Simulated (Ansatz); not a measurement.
The system is NiMoIrPdW.

```xyz
5
Lattice="4.1467 0.0000 0.0000 -2.0734 3.5911 0.0000 0.0000 0.0000 5.4163" Properties=species:S:1:pos:R:3 pbc="T T T"
Ni    0.0000    0.0000    0.1203
Mo    2.0734    1.1970    2.4913
Pd    0.0000    2.3941    4.0406
Ir    0.0000    2.3941    1.3888
W     2.0734    1.1970    5.4155
```

The cell was built by a generator and needn't be a form met in nature.

```yaml
Program: Ansatz 0.2.0
Task: relaxation of cell and atoms
Functional: PBEsol
Potentials_or_basis: Ansatz PAW
Cutoff: "420 eV (not typed: the program's choice for these potentials)"
k_mesh: 5 × 5 × 4
Occupations: fermi-dirac, width 0.05 eV
Spin: collinear spin, ferromagnetic start
Starting_moments: "[1.0, 1.0, 0.0, 0.6, 0.0] μB"
```

At the start: volume 16.13 Å³/atom.

Problem. How do energy, volume and symmetry change on relaxing?

Solution. It ends after 6 steps and the volume is 15.57 Å³/atom (-3.5 %); space group P3m1 (No. 156, to 0.05 Å); moment 0.00 μB per cell.

The path:
| step | energy change (eV) | largest force (eV/Å) | volume (Å³) |
| --- | --- | --- | --- |
| 1 | 0.0000 | 0.2701 | 80.66 |
| 2 | -0.0706 | 0.0217 | 78.08 |
| 3 | -0.0712 | 0.0249 | 77.83 |
| 4 | -0.0713 | 0.0122 | 77.83 |
| 5 | -0.0713 | 0.0085 | 77.83 |
| 6 | -0.0704 | 0.0085 | 77.83 |

Final structure:
```
Ni Mo Pd Ir W
1.0
     4.09576    0.00000    0.00000
    -2.04788    3.54703    0.00000
     0.00000    0.00000    5.35738
Ni Mo Pd Ir W
1 1 1 1 1
Direct
  0.00000 0.00000 0.02046
  0.66667 0.33333 0.46179
  0.33333 0.66667 0.74607
  0.33333 0.66667 0.25683
  0.66667 0.33333 0.99929
```

Caveat: the plane-wave basis is chosen anew once the cell has moved, so the energies of steps on either side of that aren't comparable; the PAW data sets come from PBE, with cores solved anew for the run's functional, which leaves a small shift of forces and pressure; the starting moments weren't kept.
